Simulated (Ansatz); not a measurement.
# H₄O₄SW: up Jacob's ladder to CCSD(T)

An exercise on one series of results from a longer session: the logs are not shown, and one member is left open.

The runs use Ansatz 0.2.0, Gaussian basis; functionals in def2-TZVPP, the program's frozen cores in correlated methods.

Levels to be run: LDA (SPW92), PBE-D4, revPBE-D4, BLYP-D4, r2SCAN-D4, B97M-V, PBE0-D4, B3LYP-D4, r2SCANh-D4, r2SCAN0-D4, HSE06-D4, BHLYP-D4, CAM-B3LYP-D4, LC-ωPBE, ωB97X-V, ωB97M-V, B2PLYP, PBE-QIDH; CCSD(T)/def2-SVP; CCSD(T)/def2-TZVPP; MP2/def2-QZVPP; extrapolation to the limit; RPA on PBE.

## The relaxed structure

The geometry comes from an earlier relaxation with PBE0-D4 in a triple-zeta def2 set; it is a stationary point, not always the lowest conformer. W takes the def2 core potential; no spin-orbit term is included.

10 atoms, charge 0, spin multiplicity 1.

Atoms are counted from 1 here; the program's logs count them from 0.

Bond lengths: O1–W2 1.882 Å, O1–H7 0.961 Å, W2–O3 1.920 Å, W2–O4 1.894 Å, W2–O5 1.923 Å, W2–S6 2.122 Å, O3–H8 0.962 Å, O4–H9 0.961 Å, O5–H10 0.962 Å. Angles: W2–O1–H7 125.9°, O1–W2–O3 148.4°, O1–W2–O4 90.5°, O1–W2–O5 90.8°, O1–W2–S6 103.2°, O3–W2–O4 80.3°, O3–W2–O5 79.8°, O3–W2–S6 108.3°, O4–W2–O5 143.6°, O4–W2–S6 108.8°, O5–W2–S6 106.2°, W2–O3–H8 113.8°, W2–O4–H9 118.2°, W2–O5–H10 115.0°.

Set-up of the first run:

in.yaml reads:

```yaml
crystal:
  periodic: [false, false, false]
  atoms:
    - {symbol: O, position_ang: [-1.230395, -0.033898, -1.464560]}
    - {symbol: W, position_ang: [-0.174831, 0.291550, 0.058615]}
    - {symbol: O, position_ang: [0.995209, -0.397762, 1.415969]}
    - {symbol: O, position_ang: [-1.441385, -0.602998, 1.146096]}
    - {symbol: O, position_ang: [1.432068, 0.046533, -0.968240]}
    - {symbol: S, position_ang: [-0.378115, 2.383316, 0.353186]}
    - {symbol: H, position_ang: [-1.382552, -0.890472, -1.871629]}
    - {symbol: H, position_ang: [1.929190, -0.327047, 1.196884]}
    - {symbol: H, position_ang: [-1.126422, -1.049966, 1.936807]}
    - {symbol: H, position_ang: [1.460434, 0.529544, -1.800228]}
basis:
  gaussian: {orbitals: def2-TZVPP}
hamiltonian: {xc: lda}
output: {orbitals: {seedname: orbitals}}
```

On the command line:

```bash
ansatz run in.yaml --threads 2 --pin off --events-out ev --progress --plain --max-ram 32768MiB --backend cuda --devices 0, --max-vram 18GiB
```

Among the steps run: LDA; PBE-D4 (GGA); revPBE-D4 (GGA); BLYP-D4 (GGA); r2SCAN-D4 (meta-GGA); B97M-V (meta-GGA); PBE0-D4 (hybrid); B3LYP-D4 (hybrid); r2SCANh-D4 (hybrid); r2SCAN0-D4 (hybrid); HSE06-D4 (hybrid); BHLYP-D4 (hybrid); CAM-B3LYP-D4 (range-separated); LC-ωPBE (range-separated); ωB97X-V (range-separated); ωB97M-V (range-separated); B2PLYP (double hybrid); PBE-QIDH (double hybrid).

One table of the session follows, with a row left open; its other results are not shown here.

It belongs to the step «Orbital energies across the functionals». 

```
  functional  HOMO (eV)  LUMO (eV)  gap (eV)
 LDA (SPW92)      -6.59      -3.60      2.99
      PBE-D4      -6.42      -3.37      3.05
   revPBE-D4      -6.35      -3.28      3.07
     BLYP-D4      -6.27      -3.26      3.01
   r2SCAN-D4      -6.74      -3.29      3.45
      B97M-V      -6.79      -3.27      3.52
     PBE0-D4      -7.70      -2.57      5.13
    B3LYP-D4          ?          ?         ?
  r2SCANh-D4      -7.21      -2.98      4.23
  r2SCAN0-D4      -7.92      -2.50      5.42
    HSE06-D4      -7.30      -2.95      4.35
    BHLYP-D4      -8.83      -1.58      7.24
CAM-B3LYP-D4      -8.98      -1.46      7.52
     LC-ωPBE     -10.29      -0.29     10.00
     ωB97X-V      -9.96      -0.37      9.59
     ωB97M-V      -9.83      -0.39      9.43
```

Estimate the missing values for B3LYP-D4.

Worked estimate for «HOMO (eV)». Against the share of exact exchange, BLYP-D4 (0, -6.27), BHLYP-D4 (0.5, -8.83) give a slope of -5.12 per unit share; at 0.2 the line stands at -7.29.

The run gave: HOMO (eV): -7.46; LUMO (eV): -2.79; gap (eV): 4.67. In «HOMO (eV)» the line misses by +0.17.
